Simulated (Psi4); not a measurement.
# GaH2OF (SMILES [OH][GaH][F]), step by step

We compute a structure relaxation (HF-3c/MINIX), then vibrational wavenumbers, then the energy (MP2/cc-pVTZ) of GaH2OF. 

The results are computed with Psi4 1.11.

## 1. The molecule

The species is GaH2OF (5 atoms), meant as a singlet with charge 0. SMILES: `[OH][GaH][F]`. The shape is that of a PBE0-D4/def2-TZVP optimisation. This is one conformer, not always the lowest. The run starts from this shape.

Bond lengths: O1–Ga2 1.771 Å, Ga2–F3 1.746 Å, O1–H4 0.959 Å, Ga2–H5 1.545 Å. Angles: O1–Ga2–F3 111.1°, O1–Ga2–H5 128.8°, F3–Ga2–H5 120.0°, Ga2–O1–H4 114.5°.

## 2. A geometry optimisation at HF-3c/MINIX (density fitting) (run 1)

File fgah2o.dat:

```
memory 1600 MB

molecule {
  0 1
  O
  Ga 1 r2
  F 2 r3 1 a3
  H 1 r4 2 a4 3 d4
  H 2 r5 3 a5 1 d5

  r2 = 1.771341
  r3 = 1.746178
  a3 = 111.14217
  r4 = 0.959425
  a4 = 114.45664
  d4 = -179.98694
  r5 = 1.54499
  a5 = 120.04423
  d5 = -179.99747
}

set {
  geom_maxiter 60
}

e, wfn = opt("hf-3c", return_wfn=True)
```

Run with:

```bash
psi4 fgah2o.dat fgah2o.out -n 1
```

fgah2o.out:

```text
[...]
  Running in c1 symmetry.
[...]
  Nuclear repulsion =  198.339106468421306
[...]
  Multiplicity = 1
[...]
  Nalpha       = 25
  Nbeta        = 25
[...]
    Number of basis functions: 44
[...]
   @DF-RHF iter   1: -2096.17321772556534   -3.94915e+00   4.96181e-02 ADIIS/DIIS
[...]
   @DF-RHF iter   8: -2097.47494349201861   -6.82121e-12   9.28462e-09 DIIS
[...]
  @DF-RHF Final Energy: -2097.47494349201861
   => Energetics <=
    Nuclear Repulsion Energy =            201.4414303285954304
    One-Electron Energy =               -3331.4669900459166456
    Two-Electron Energy =                1032.5547800372980873
    Total Energy =                      -2097.4749434920181557
[...]
  -Total Gradient:
     Atom            X                  Y                   Z
    ------   -----------------  -----------------  -----------------
       1        0.000007905874     0.000036254478    -0.000053885067
       2       -0.000029716072    -0.000005234798     0.000047713237
       3        0.000009662171     0.000012245038    -0.000005847781
       4        0.000001324200    -0.000036655752     0.000006116948
       5        0.000010823827    -0.000006609013     0.000005902674
[...]
    Final optimized geometry and variables:
    Molecular point group: c1
    Full point group: C1
    Geometry (in Angstrom), charge = 0, multiplicity = 1:
    O
    GA            1          r2
    F             2          r3      1          a3
    H             1          r4      2          a4      3          d4
    H             2          r5      3          a5      1          d5
    a3        =  115.2707182997
    a4        =  120.2788523816
    a5        =  119.8331507317
    d4        = -179.9830628651
    d5        = -179.9709184372
[...]
```

On the terminal:

```text
Optimizer: Optimization complete!
```

Wall time 5.7 s (1 thread of Intel Xeon 6975P-C (Granite Rapids), shared host); peak memory 0.24 GiB.

The path in brief:

```tsv
step	energy from the first frame kept (eV)	largest force (eV/Å)
0	0.0000	1.7970
1	-0.0608	0.4676
2	-0.0687	0.2074
3	-0.0700	0.0327
4	-0.0691	0.1064
5	-0.0700	0.0034
```

After the run. Bond lengths: O1–Ga2 1.736 Å, Ga2–F3 1.710 Å, O1–H4 0.970 Å, Ga2–H5 1.554 Å. Angles: O1–Ga2–F3 115.3°, O1–Ga2–H5 124.9°, F3–Ga2–H5 119.8°, Ga2–O1–H4 120.3°.

## 3. The harmonic vibrations at HF-3c/MINIX (density fitting) (run 2)

File fgah2o.inp:

```
memory 1600 MB

molecule geom {
  0 1
  O     -1.123136    -0.570932    -0.290791
  Ga     0.360347     0.280692     0.002555
  F      0.525000     1.766977    -0.826549
  H     -1.292462    -1.421856     0.142688
  H      1.498353    -0.212567     0.938325
  symmetry c1
}

set t 298.15
set rotational_symmetry_number 1

frequencies("hf-3c")
print_variables()
```

Run with:

```bash
psi4 fgah2o.inp fgah2o.out -n 1
```

fgah2o.out:

```text
Psi4 1.11 release

gradient() will perform analytic gradient computation.

   => Loading Basis Set <=

    Name: MINIX
    Role: ORBITAL
    Keyword: BASIS

   => HF3C: Empirical Dispersion <=

        s6 =       1.000000
        s8 =       0.877700
        a1 =       0.417100
        a2 =       2.914900

[... 109 lines left out ...]
   @DF-RHF iter   2: -2096.64125742614033   -4.69086e-01   4.83272e-02 ADIIS/DIIS
[... 10 lines left out ...]
  Energy and wave function converged.
[... 248 lines left out ...]
   @DF-RHF iter SAD: -2092.32203494762962   -2.09232e+03   0.00000e+00
[... 10 lines left out ...]
   @DF-RHF iter  11: -2097.47494349163753   -2.59206e-11   1.42263e-08 DIIS
[... 57 lines left out ...]
 Dipole Z            :         -0.0521578            0.7646248            0.7124670
[... 68 lines left out ...]
RuntimeError: Engine::lmax_exceeded -- angular momentum limit exceeded

Printing out the relevant lines from the Psithon --> Python processed input file:
      symmetry c1
    ""","geom")
    core.IO.set_default_namespace("geom")
    core.set_global_option("T", 298.15)
    core.set_global_option("ROTATIONAL_SYMMETRY_NUMBER", 1)
--> frequencies("hf-3c")
    print_variables()

!-----------------------------------------------------------!
!                                                           !
!  Engine::lmax_exceeded -- angular momentum limit exceeded !
!                                                           !
!-----------------------------------------------------------!

    Psi4 run time: 0:00:02.83
```

Run time: 3.9 s. Hardware: 1 thread of Intel Xeon 6975P-C (Granite Rapids), shared host; peak memory 0.27 GiB.

The run ended with an error.

## 4. The energy at MP2/cc-pVTZ (density fitting, density fitting for correlation) (run 3)

File fgah2o.in:

```
memory 1600 MB

molecule mol {
  O
  Ga 1 1.735522
  F 2 1.709844 1 115.27072
  H 1 0.96987 2 120.27888 3 -179.98304
  H 2 1.553714 3 119.83312 1 -179.97094
}

set {
  basis cc-pVTZ
  reference rhf
  freeze_core true
}

E, wfn = energy('mp2', return_wfn=True)
```

Run with:

```bash
psi4 fgah2o.in fgah2o.out -n 1
```

fgah2o.out:

```text
[...]
  Running in c1 symmetry.
[...]
  Nuclear repulsion =  201.441441977368868
[...]
  Multiplicity = 1
[...]
  Nalpha       = 25
  Nbeta        = 25
[...]
    Number of basis functions: 131
[...]
   @DF-RHF iter   1: -2097.87963154785803   -3.70578e+00   1.43688e-02 DIIS/ADIIS
[...]
   @DF-RHF iter  12: -2098.89126658316854   -9.54969e-12   4.26130e-09 DIIS
[...]
  @DF-RHF Final Energy: -2098.89126658316854
   => Energetics <=
    Nuclear Repulsion Energy =            201.4414419773688678
    One-Electron Energy =               -3332.0965318406401821
    Two-Electron Energy =                1031.7638232801029972
    Total Energy =                      -2098.8912665831685445
[...]
 Multipole Moments:
 ------------------------------------------------------------------------------------
     Multipole            Electronic (a.u.)      Nuclear  (a.u.)        Total (a.u.)
 ------------------------------------------------------------------------------------
 L = 1.  Multiply by 2.5417464519 to convert [e a0] to [Debye]
 Dipole X            :         -0.0011922            0.0009230           -0.0002693
 Dipole Y            :         -0.7446273            1.9962243            1.2515971
 Dipole Z            :          2.5922935           -2.7556615           -0.1633680
 Magnitude           :                                                    1.2622141
[...]
```

Wall time 4.8 s (1 thread of Intel Xeon 6975P-C (Granite Rapids), shared host); peak memory 0.64 GiB.

## 5. Results

| quantity | value |
| --- | --- |
| run 1, HF-3c/MINIX: total energy at the end | -2097.47494 Eh |
| run 1, HF-3c/MINIX: dipole moment | 3.15 D |
| run 1, HF-3c/MINIX: HOMO energy | -12.24 eV |
| run 1, HF-3c/MINIX: LUMO energy | 2.63 eV |
| run 1, HF-3c/MINIX: HOMO–LUMO gap | 14.86 eV |
| run 3, MP2/cc-pVTZ: total energy | -2099.55137 Eh |
| run 3, MP2/cc-pVTZ: HOMO energy (Hartree–Fock orbitals) | -12.91 eV |
| run 3, MP2/cc-pVTZ: LUMO energy (Hartree–Fock orbitals) | 1.82 eV |
| run 3, MP2/cc-pVTZ: HOMO–LUMO gap (Hartree–Fock orbitals) | 14.73 eV |
| run 3, MP2/cc-pVTZ: correlation energy (11 core orbitals frozen) | -660.1 mEh |
| run 2, HF-3c/MINIX | no result (crashed) |

In words: The optimisation (run 1, HF-3c/MINIX) took 6 steps and changed the energy by -0.070 eV. 1 of the 3 runs did not end normally.
